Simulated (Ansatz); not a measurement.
# CH6ClNOSi: the cost of one run

Program: Ansatz 0.2.0. Level of theory: RHF/STO-3G. These are calculated values, not measurements.

**1. Starting point**

Bond lengths: N1–Si2 1.643 Å, Si2–O3 1.666 Å, Si2–C4 1.910 Å, C4–Cl5 1.728 Å, N1–H6 1.041 Å, N1–H7 1.048 Å, Si2–H8 1.431 Å, O3–H9 0.995 Å, C4–H10 1.072 Å, C4–H11 1.127 Å. Angles (14 of 16 angles, heavy atoms first): N1–Si2–O3 102.1°, N1–Si2–C4 112.4°, O3–Si2–C4 114.4°, Si2–C4–Cl5 109.0°, N1–Si2–H8 107.1°, O3–Si2–H8 108.0°, C4–Si2–H8 112.1°, Si2–N1–H6 113.4°, Si2–N1–H7 108.3°, Si2–O3–H9 111.0°, Si2–C4–H10 109.1°, Si2–C4–H11 107.3°, Cl5–C4–H10 111.9°, Cl5–C4–H11 111.9°.

Structure file:

```xyz
11

N    -1.1786    1.0166    0.4900
Si   -0.5152   -0.3566   -0.1206
O    -0.4350   -0.0120   -1.7491
C     1.1674   -0.7719    0.6820
Cl    2.3236    0.4246    0.2159
H    -0.6322    1.8748    0.2683
H    -2.0601    1.2205   -0.0391
H    -1.4721   -1.4048    0.0620
H     0.3899    0.5009   -1.9651
H     1.4665   -1.7553    0.3786
H     1.0112   -0.7938    1.7977
```

**2. End point A**

input.yaml

```yaml
crystal:
  periodic: [false, false, false]
  atoms:
    - { symbol: "N", position_ang: [-1.1786, 1.0166, 0.49] }
    - { symbol: Si, position_ang: [-0.5152, -0.3566, -0.1206] }
    - { symbol: O, position_ang: [-0.435, -0.012, -1.7491] }
    - { symbol: C, position_ang: [1.1674, -0.7719, 0.682] }
    - { symbol: Cl, position_ang: [2.3236, 0.4246, 0.2159] }
    - { symbol: H, position_ang: [-0.6322, 1.8748, 0.2683] }
    - { symbol: H, position_ang: [-2.0601, 1.2205, -0.0391] }
    - { symbol: H, position_ang: [-1.4721, -1.4048, 0.062] }
    - { symbol: H, position_ang: [0.3899, 0.5009, -1.9651] }
    - { symbol: H, position_ang: [1.4665, -1.7553, 0.3786] }
    - { symbol: H, position_ang: [1.0112, -0.7938, 1.7977] }
basis:
  gaussian: { orbitals: STO-3G }
hamiltonian:
  xc: hf
relax:
  f_tol: 0.015
  max_steps: 40
output:
  orbitals: {}
```

Run with:

```console
$ ansatz run input.yaml --threads 1 --pin off --max-ram 2048MiB --backend cpu --events-out ev --progress --plain --runs-dir out
```

What time and memory should one allow on 1 thread of Arm Neoverse V2, shared host?

About 16 s, with a peak of 0.16 GiB.
